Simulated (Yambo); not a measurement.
Here is a Yambo 5.3.0 calculation.

File optics1.in:

```
optics
chi
Chimod= "HARTREE"
% BndsRnXd
 1 | 23 |
%
NGsBlkXd= 2 Ry
% LongDrXd
 1 | 1 | 0 |
%
% QpntsRXd
 1 | 1 |
%
% EnRngeXd
 0 | 10 | eV
%
% DmRngeXd
 0.1 | 0.1 | eV
%
ETStpsXd= 150
```

Contents of scf.in:

```
&CONTROL
  calculation = 'scf'
  prefix = 'pwscf'
  outdir = './tmp'
  pseudo_dir = './pseudo'
/
&SYSTEM
  ibrav = 0
  nat = 3
  ntyp = 2
  ecutwfc = 84
  nbnd = 14
  occupations = 'smearing'
  smearing = 'fd'
  degauss = 0.00367493
  force_symmorphic = .true.
/
&ELECTRONS
  conv_thr = 6d-10
  electron_maxstep = 120
  mixing_beta = 0.5
/
ATOMIC_SPECIES
Mg    24.3050 Mg.upf
B     10.8100 B.upf
CELL_PARAMETERS bohr
   5.8298050945    0.0000000000    0.0000000000
  -2.9149025472    5.0487593110    0.0000000000
   0.0000000000    0.0000000000    6.6575051371
ATOMIC_POSITIONS bohr
Mg     0.0000000000    0.0000000000    0.0000000000
B      2.9149025475    1.6829197702    3.3287525685
B     -0.0000000003    3.3658395408    3.3287525685
K_POINTS automatic
15 15 12 0 0 0
```

File nscf.in:

```
&CONTROL
  calculation = 'nscf'
  prefix = 'pwscf'
  outdir = './tmp'
  pseudo_dir = './pseudo'
/
&SYSTEM
  ibrav = 0
  nat = 3
  ntyp = 2
  ecutwfc = 84
  nbnd = 33
  occupations = 'smearing'
  smearing = 'fd'
  degauss = 0.00367493
  force_symmorphic = .true.
/
&ELECTRONS
  conv_thr = 1d-08
  diago_full_acc = .true.
  diago_thr_init = 1d-06
/
ATOMIC_SPECIES
Mg    24.3050 Mg.upf
B     10.8100 B.upf
CELL_PARAMETERS bohr
   5.8298050945    0.0000000000    0.0000000000
  -2.9149025472    5.0487593110    0.0000000000
   0.0000000000    0.0000000000    6.6575051371
ATOMIC_POSITIONS bohr
Mg     0.0000000000    0.0000000000    0.0000000000
B      2.9149025475    1.6829197702    3.3287525685
B     -0.0000000003    3.3658395408    3.3287525685
K_POINTS automatic
15 15 12 0 0 0
```

Potentials or basis: PseudoDojo 0.4.1 SR PBEsol standard.

Launch:

```sh
$ OMP_NUM_THREADS=1 pw.x -in scf.in > scf.out
$ OMP_NUM_THREADS=1 pw.x -in nscf.in > nscf.out
$ cd tmp/pwscf.save; p2y; mv SAVE ../..; cd ../..
$ OMP_NUM_THREADS=1 yambo
$ OMP_NUM_THREADS=1 yambo -F optics1.in -J optics1 -C optics1_out
```

(1) Estimate the band gap on the k mesh, mean-field level.

## Answers

(1) none (metal or under the smearing width).

Caveat: the ground state has no gap, which makes the many-body step unreliable.
